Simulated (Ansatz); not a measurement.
# CH6N2OSi: the cost of one run

All numbers below are computed with Ansatz 0.2.0 (RKS PBE0/def2-SVP).

### Step 1. The structure to begin with

Bond lengths: N1–C2 1.302 Å, C2–O3 1.202 Å, C2–N4 1.358 Å, N4–Si5 1.703 Å, N1–H6 1.079 Å, N1–H7 1.005 Å, N4–H8 1.011 Å, Si5–H9 1.537 Å, Si5–H10 1.478 Å, Si5–H11 1.460 Å. Angles (14 of 15 angles, heavy atoms first): N1–C2–O3 120.7°, N1–C2–N4 112.1°, O3–C2–N4 127.1°, C2–N4–Si5 122.4°, C2–N1–H6 113.4°, C2–N1–H7 118.1°, C2–N4–H8 114.3°, Si5–N4–H8 113.9°, N4–Si5–H9 111.0°, N4–Si5–H10 108.6°, N4–Si5–H11 107.7°, H6–N1–H7 109.0°, H9–Si5–H10 111.1°, H9–Si5–H11 108.6°.

As a file:

```xyz
11

N    -1.1606    1.4314   -0.8316
C    -0.3453    0.8854    0.0247
O     0.1494    1.5394    0.9029
N    -0.1207   -0.4256   -0.2471
Si    1.0490   -1.3424    0.5848
H    -1.4323    2.4438   -0.5778
H    -1.9893    0.9238   -1.0864
H    -0.2120   -0.6689   -1.2245
H     0.7118   -1.4384    2.0813
H     2.3725   -0.7178    0.3764
H     1.0428   -2.6876    0.0179
```

### Step 2. End point A

input.yaml

```yaml
crystal:
  periodic: [false, false, false]
  atoms:
    - { symbol: "N", position_ang: [-1.1606, 1.4314, -0.8316] }
    - { symbol: C, position_ang: [-0.3453, 0.8854, 0.0247] }
    - { symbol: O, position_ang: [0.1494, 1.5394, 0.9029] }
    - { symbol: "N", position_ang: [-0.1207, -0.4256, -0.2471] }
    - { symbol: Si, position_ang: [1.049, -1.3424, 0.5848] }
    - { symbol: H, position_ang: [-1.4323, 2.4438, -0.5778] }
    - { symbol: H, position_ang: [-1.9893, 0.9238, -1.0864] }
    - { symbol: H, position_ang: [-0.212, -0.6689, -1.2245] }
    - { symbol: H, position_ang: [0.7118, -1.4384, 2.0813] }
    - { symbol: H, position_ang: [2.3725, -0.7178, 0.3764] }
    - { symbol: H, position_ang: [1.0428, -2.6876, 0.0179] }
basis:
  gaussian: { orbitals: def2-SVP }
hamiltonian:
  xc: pbe0
relax:
  f_tol: 0.015
  max_steps: 40
```

Run with:

```console
ansatz run input.yaml --threads 2 --pin off --max-ram 3072MiB --backend cpu --events-out ev --progress --plain --runs-dir out
```

Q: Estimate wall time and peak memory on 2 threads of Arm Neoverse V2, shared host.

About 24 s, with a peak of 0.22 GiB.
